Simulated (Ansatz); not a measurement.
**GeH₃NaS: one structure at several levels**

One table from this session's results is given with a row withheld; the runs are named, their logs left out.

The runs use Ansatz 0.2.0, Gaussian basis; single points in def2-TZVPP.

Cores are frozen in the correlated methods. Filled d shells of the heavier atoms are correlated. The outer core shell of Li, Na, Mg and K is correlated.

**The system as given**

SMILES `[Na][S][GeH3]`, 6 atoms, charge 0, spin multiplicity 1.

Atoms are counted from 1 here; the program's logs count them from 0.

Bond lengths: Na1–S2 2.585 Å, S2–Ge3 2.035 Å, Ge3–H4 1.440 Å, Ge3–H5 1.595 Å, Ge3–H6 1.584 Å. Angles: Na1–S2–Ge3 107.9°, S2–Ge3–H4 115.3°, S2–Ge3–H5 104.0°, S2–Ge3–H6 115.9°, H4–Ge3–H5 108.8°, H4–Ge3–H6 103.0°, H5–Ge3–H6 109.8°.

Geometry (Å):

```
Na   -0.0002   -2.6070    1.6857
S     1.2208   -0.9286    0.1449
Ge   -0.0898    0.5560   -0.3238
H    -1.2909    0.1291   -0.9934
H     0.7360    1.5035   -1.3060
H    -0.6430    1.4005    0.8965
```

Set-up of the first run:

Contents of run/in.yaml:

```yaml
crystal:
  periodic: [false, false, false]
  atoms:
    - {symbol: Na, position_ang: [-0.000200, -2.607000, 1.685700]}
    - {symbol: S, position_ang: [1.220800, -0.928600, 0.144900]}
    - {symbol: Ge, position_ang: [-0.089800, 0.556000, -0.323800]}
    - {symbol: H, position_ang: [-1.290900, 0.129100, -0.993400]}
    - {symbol: H, position_ang: [0.736000, 1.503500, -1.306000]}
    - {symbol: H, position_ang: [-0.643000, 1.400500, 0.896500]}
basis:
  gaussian: {orbitals: def2-TZVPP}
correlation: {method: ccsd_t}
output: {forces: true}
```

No record of the launch command was kept for these runs.

Among the steps run: CCSD(T)/def2-TZVPP; PBE0-D4/def2-TZVPP; wB97M-V/def2-TZVPP; r2SCAN-D4/def2-TZVPP; PBE-D4/def2-TZVPP; B97M-V/def2-TZVPP; r2SCAN0-D4/def2-TZVPP.

One of the session's tables, all rows but one given; the rest of the session is left out.

| method | RMS force component (eV/Å) | angle to CCSD(T) forces (°) | dipole (D) |
| --- | --- | --- | --- |
| CCSD(T) | 1.317 | reference | 9.82 |
| PBE0-D4 | 1.274 | 3.2 | 9.51 |
| wB97M-V | 1.293 | 1.4 | 9.60 |
| r2SCAN-D4 | 1.253 | 2.6 | 9.67 |
| PBE-D4 | ? | ? | ? |
| B97M-V | 1.215 | 4.6 | 9.60 |
| r2SCAN0-D4 | 1.241 | 3.7 | 9.83 |

Q: Estimate the row for PBE-D4 from the others.

The run gave: RMS force component (eV/Å): 1.314; angle to CCSD(T) forces (°): 4.9; dipole (D): 9.00. In the column «RMS force component (eV/Å)» it lies between wB97M-V (1.293) and CCSD(T) (1.317).
